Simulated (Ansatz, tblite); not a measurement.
# (4-methoxyphenyl)phenyliodonium (C13H12IO+): rung by rung

The task here is to estimate one member of a computed series from the others.

Computed with Ansatz 0.2.0, Gaussian basis. Level: as each input shows.

Levels to be run: GFN1-xTB, GFN2-xTB, PBE-D4/def2-TZVP, r2SCAN-D4/def2-TZVP, PBE-D4/def2-SVP, PBE0-D4/def2-SVP, MP2/def2-SVP.

6 further runs of the same task are left out: 3 that didn't finish, 3 set aside as unsound or not needed.

## The geometry

The singlet was relaxed beforehand with PBE-D4/def2-SVP.

27 atoms, charge 1, spin multiplicity 1.

Bond lengths: C1–O2 1.429 Å, C1–H16 1.111 Å, C1–H17 1.111 Å, C1–H18 1.104 Å, O2–C3 1.337 Å, C3–C4 1.417 Å, C3–C15 1.420 Å, C4–C5 1.400 Å, C4–H19 1.098 Å, C5–C6 1.402 Å, C5–H20 1.099 Å, C6–I7 2.120 Å, C6–C14 1.408 Å, I7–C8 2.152 Å, C8–C9 1.400 Å, C8–C13 1.400 Å, C9–C10 1.405 Å, C9–H21 1.099 Å and more. Angles: O2–C1–H16 111.2°, O2–C1–H17 111.2°, O2–C1–H18 106.0°, H16–C1–H17 109.8°, H16–C1–H18 109.3°, H17–C1–H18 109.3°, C1–O2–C3 119.8°, O2–C3–C4 124.6°, O2–C3–C15 115.7°, C4–C3–C15 119.7°, C3–C4–C5 120.1°, C3–C4–H19 121.1°, C5–C4–H19 118.8°, C4–C5–C6 118.6°, C4–C5–H20 119.6°, C6–C5–H20 121.8°, C5–C6–I7 118.5°, C5–C6–C14 122.7° and more.

I takes a core potential in the def2 sets. No spin-orbit coupling is included. The ion is computed in the gas phase, without counter-ions or solvent.

PBE0-D4/def2-TZVP was run before; its log isn't repeated, and its numbers join the tables.

Set-up of the first run:

Tight binding, by tblite at 300 K electronic temperature and without a spin-polarisation term:

```python
tblite.interface.Calculator('GFN1-xTB', numbers, positions, charge=1, uhf=0).singlepoint()
```

Tight binding, by tblite at 300 K electronic temperature and without a spin-polarisation term:

```python
tblite.interface.Calculator('GFN2-xTB', numbers, positions, charge=1, uhf=0).singlepoint()
```

start.molden holds the orbitals of an earlier run on this state, given as this run's starting guess.

Contents of in.yaml:

```yaml
crystal:
  periodic: [false, false, false]
  atoms:
    - {symbol: C, position_ang: [-4.957555, 1.121176, -0.348872]}
    - {symbol: O, position_ang: [-4.060895, 0.922892, 0.745386]}
    - {symbol: C, position_ang: [-2.952586, 0.194865, 0.572017]}
    - {symbol: C, position_ang: [-2.575572, -0.419409, -0.648240]}
    - {symbol: C, position_ang: [-1.392388, -1.163727, -0.722979]}
    - {symbol: C, position_ang: [-0.601950, -1.285683, 0.429015]}
    - {symbol: I, position_ang: [1.178815, -2.430465, 0.318331]}
    - {symbol: C, position_ang: [2.647776, -0.906835, -0.069137]}
    - {symbol: C, position_ang: [3.333603, -0.367055, 1.026036]}
    - {symbol: C, position_ang: [4.291430, 0.626314, 0.761480]}
    - {symbol: C, position_ang: [4.535404, 1.044838, -0.556210]}
    - {symbol: C, position_ang: [3.826674, 0.478587, -1.628188]}
    - {symbol: C, position_ang: [2.864162, -0.518128, -1.396913]}
    - {symbol: C, position_ang: [-0.949972, -0.691755, 1.657316]}
    - {symbol: C, position_ang: [-2.126391, 0.049466, 1.717888]}
    - {symbol: H, position_ang: [-5.375636, 0.155564, -0.705202]}
    - {symbol: H, position_ang: [-4.456122, 1.646684, -1.189343]}
    - {symbol: H, position_ang: [-5.776333, 1.752159, 0.039543]}
    - {symbol: H, position_ang: [-3.199597, -0.326600, -1.546807]}
    - {symbol: H, position_ang: [-1.108819, -1.638955, -1.673045]}
    - {symbol: H, position_ang: [3.144226, -0.700406, 2.056369]}
    - {symbol: H, position_ang: [4.850443, 1.068918, 1.599527]}
    - {symbol: H, position_ang: [5.290387, 1.820826, -0.750906]}
    - {symbol: H, position_ang: [4.023085, 0.805296, -2.660414]}
    - {symbol: H, position_ang: [2.313393, -0.968648, -2.234741]}
    - {symbol: H, position_ang: [-0.323438, -0.801512, 2.553898]}
    - {symbol: H, position_ang: [-2.442166, 0.531595, 2.654169]}
basis:
  gaussian: {orbitals: def2-TZVP, initial_orbitals: start.molden}
total_charge: 1
hamiltonian: {xc: pbe, dispersion: d4}
scf: {omitted_lower_state_checks: [starts]}
output: {forces: true, orbitals: {seedname: orbitals}}
```

Command:

```sh
ansatz run in.yaml --threads 6 --pin off --events-out ev --progress --plain --max-ram 7833MiB
```

Among the steps run: PBE-D4/def2-TZVP; r2SCAN-D4/def2-TZVP; PBE-D4/def2-SVP; PBE0-D4/def2-SVP; MP2/def2-SVP.

One of the session's tables, all rows but one given; the rest of the session is left out.

```
              level  HOMO (eV)  LUMO (eV)  gap (eV)
    PBE-D4/def2-SVP      -9.13      -6.43      2.70
   PBE-D4/def2-TZVP          ?          ?         ?
r2SCAN-D4/def2-TZVP      -9.37      -6.31      3.06
   PBE0-D4/def2-SVP     -10.20      -5.66      4.54
  PBE0-D4/def2-TZVP     -10.21      -5.64      4.57
```

Estimate the missing values for PBE-D4/def2-TZVP.

**Answer.** HOMO (eV): -9.18; LUMO (eV): -6.44; gap (eV): 2.75. In the column «HOMO (eV)» it lies between r2SCAN-D4/def2-TZVP (-9.37) and PBE-D4/def2-SVP (-9.13).
